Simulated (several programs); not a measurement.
What each method gives for SnSe (Pnma)

Measured values to be reproduced:
- band gap: 0.89 eV (fundamental indirect gap at room temperature; 300 K; “Linear dichroism of the optical properties of SnS and SnSe van der Waals crystals”; room-temperature indirect absorption onset from Tauc extrapolation; 0.99 eV at 20 K; 2024; arxiv:2409.17412)
- bulk modulus: 31.1 GPa (B0 from Davis-Gordon EOS fit to measured P-V data (range up to 27 GPa, across the continuous transition), V0 fixed; “Structural Changes in Thermoelectric SnSe at High Pressures”; Depends on equation of state: Birch fit to the same data gives about 35 GPa; fit range spans the continuous transition; 2014; arxiv:1411.6528)
- volume: 26.53 Å³ an atom (from the lattice constants; zero-pressure a, Pnma setting (stacking axis); “Structural Changes in Thermoelectric SnSe at High Pressures”; 2014; arxiv:1411.6528)

An 8-atom cell of SnSe started from a crystallographic database, relaxed with r2SCAN+rVV10 in Ansatz, was computed with several methods. Space group Pnma (No. 62), orthorhombic; a = 11.579 Å, b = 4.127 Å, c = 4.567 Å in the conventional setting, 27.28 Å³ an atom. Sn has 3 Se at 2.75–2.77 Å; Se has 3 Sn at 2.75–2.77 Å. The values are computed, spin-unpolarised.

```xyz
8
Lattice="11.5795 0.0000 0.0000 0.0000 4.1271 0.0000 0.0000 0.0000 4.5667" Properties=species:S:1:pos:R:3 pbc="T T T"
Sn    1.3755    1.0318    0.5157
Sn    4.4142    3.0954    2.7991
Sn    7.1652    1.0318    1.7676
Sn   10.2040    3.0954    4.0510
Se    4.0893    1.0318    0.0547
Se    1.7004    3.0954    2.3381
Se    9.8791    1.0318    2.2286
Se    7.4902    3.0954    4.5120
```

Gaps and times are for a single point on this cell; volume and bulk modulus come from each method's own relaxation or energy curve at fixed shape, which is too stiff where a cell has free coordinates or axes. Times are rough, from shared hosts (AMD EPYC 7R13 Processor; Arm Neoverse N1; Arm Neoverse V2), and each method has its own mesh and cell size. A double dagger marks a value from a curve with shape and coordinates held. PM6 (MOPAC), PM7 (MOPAC), GFN1-xTB (tblite) treat a cluster of cells at its zone centre, which samples few k points: where these miss a band edge, the gap comes out too large for that reason alone. Gaps from k meshes are read at a limited set of points (mesh, symmetry points, PBE's band edges), so each method's own least gap may be somewhat smaller. xTB and the PM methods were fitted mostly to molecules, and can miss a solid's gap by electronvolts. Minimal bases can be far off for gaps. Times of the plane-wave ladder aren't listed, since it ran on unlike processors and cards. Curves at held shape can't give the bulk modulus of a layered or molecular crystal, so none is listed. d marks a direct gap, i an indirect one (no mark: not told apart), a dash a value that wasn't computed or didn't pass its checks.

```csv
method,kind,gap (eV),own volume (Å³/atom),bulk modulus (GPa),atoms computed,processor time
PBE-D3(BJ),semilocal,–,26.37,–,8,–
r2SCAN+rVV10,semilocal,–,27.28,–,8,–
PBE-D4,semilocal,–,27.89,–,8,–
PM7 (MOPAC),semi-empirical,4.48,–,–,cluster,1.9 s
GFN1-xTB (tblite),tight binding,1.62,–,–,cluster,2.2 s
PM6 (MOPAC),semi-empirical,4.08,–,–,cluster,2.3 s
light PBE (260 eV and a coarse mesh),light plane-wave,0.61 i,–,–,8,11 s
PBE/SZV (CP2K),small basis,0.78 i,–,–,8,16 s
PBE/DZVP (CP2K),small basis,0.61 i,28.86‡,–,8,38 s
LDA,semilocal,0.57 i,–,–,8,–
PBE,semilocal,0.64 i,–,–,8,–
HSE06,hybrid,1.06 i,–,–,8,–
r2SCAN,semilocal,0.92 i,–,–,8,–
PBE+SOC,semilocal,0.60 i,–,–,8,–
PBE0,hybrid,1.54 i,–,–,8,–
r2SCAN0,hybrid,1.77 i,–,–,8,–
```

Against HSE06 (1.06 eV) and with closed or daggered gaps left aside, the nearest gap at the points sampled is that of r2SCAN (-0.14 eV) and the farthest that of PM7 (MOPAC) (+3.42 eV). HSE06 is only a yardstick of convenience, and nearness to it can be luck.

Runs without a result: GFN2-xTB (tblite) (single point), GLLB-SC (GPAW) (single point, out of time).

Comparison with experiment:
- Band gap, measured 0.89 eV: PM7 (MOPAC) +3.59 eV, GFN1-xTB (tblite) +0.73 eV, PM6 (MOPAC) +3.19 eV, light PBE (260 eV and a coarse mesh) -0.28 eV, PBE/SZV (CP2K) -0.11 eV, PBE/DZVP (CP2K) -0.28 eV, LDA -0.32 eV, PBE -0.25 eV, HSE06 +0.17 eV, r2SCAN +0.03 eV, PBE+SOC -0.29 eV, PBE0 +0.65 eV, r2SCAN0 +0.88 eV.
- Volume, measured 26.53 Å³ an atom: PBE-D3(BJ) -0.6 %, r2SCAN+rVV10 +2.8 %, PBE-D4 +5.1 %.
The calculations are for a static lattice; samples hold vibrations, temperature and, in optical gaps, excitons. A measured value is shown where most reports agree with it, and only for the quantities listed.

Only the rows marked +SOC include spin-orbit coupling.
